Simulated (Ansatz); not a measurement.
**F₂GaHS: small, medium and large basis sets**

Aim: see how fast density functionals converge with the basis set for F₂GaHS.

Computed with Ansatz 0.2.0, Gaussian basis. Level: one geometry, several basis sets.

Plan: PBE0-D4/def2-SVP; ωB97M-V/def2-SVP; PBE0-D4/def2-QZVPP; ωB97M-V/def2-QZVPP; the functionals' def2-TZVPP values are taken from earlier runs.

### Step 1. The geometry

An earlier PBE0-D4 in a triple-zeta def2 set relaxation fixed the geometry.

5 atoms, charge 0, spin multiplicity 1.

Atoms are counted from 1 here; the program's logs count them from 0.

Bond lengths: F1–Ga2 1.736 Å, Ga2–F3 1.739 Å, Ga2–S4 2.163 Å, S4–H5 1.345 Å. Angles: F1–Ga2–F3 115.1°, F1–Ga2–S4 122.4°, F3–Ga2–S4 122.5°, Ga2–S4–H5 91.6°.

### Step 2. PBE0-D4 in def2-SVP

in.yaml reads:

```yaml
crystal:
  periodic: [false, false, false]
  atoms:
    - {symbol: F, position_ang: [-0.326357, -1.486113, 1.658571]}
    - {symbol: Ga, position_ang: [0.142667, -0.388994, 0.397727]}
    - {symbol: F, position_ang: [1.855701, -0.271180, 0.121408]}
    - {symbol: S, position_ang: [-1.298487, 0.749174, -0.745620]}
    - {symbol: H, position_ang: [-0.323625, 1.323513, -1.473585]}
basis:
  gaussian: {orbitals: def2-SVP}
hamiltonian: {xc: pbe0, dispersion: d4}
output: {orbitals: {seedname: orbitals}}
```

The runs that follow: ωB97M-V in def2-SVP; PBE0-D4 in def2-QZVPP; ωB97M-V in def2-QZVPP.

Before running them: what should the planned runs give, taken together? Wanted: PBE0-D4: double and triple zeta above quadruple; ωB97M-V: double and triple zeta above quadruple.

**Answer**, as computed:

| quantity | value |
| --- | --- |
| PBE0-D4: double and triple zeta above quadruple | 19.22, 1.84 eV |
| ωB97M-V: double and triple zeta above quadruple | 19.21, 1.77 eV |

In words: For PBE0-D4 the step from double to triple zeta gains 17.38 eV and the next only 1.84 eV. Total energies overstate the basis error of differences, where much of it tends to cancel.
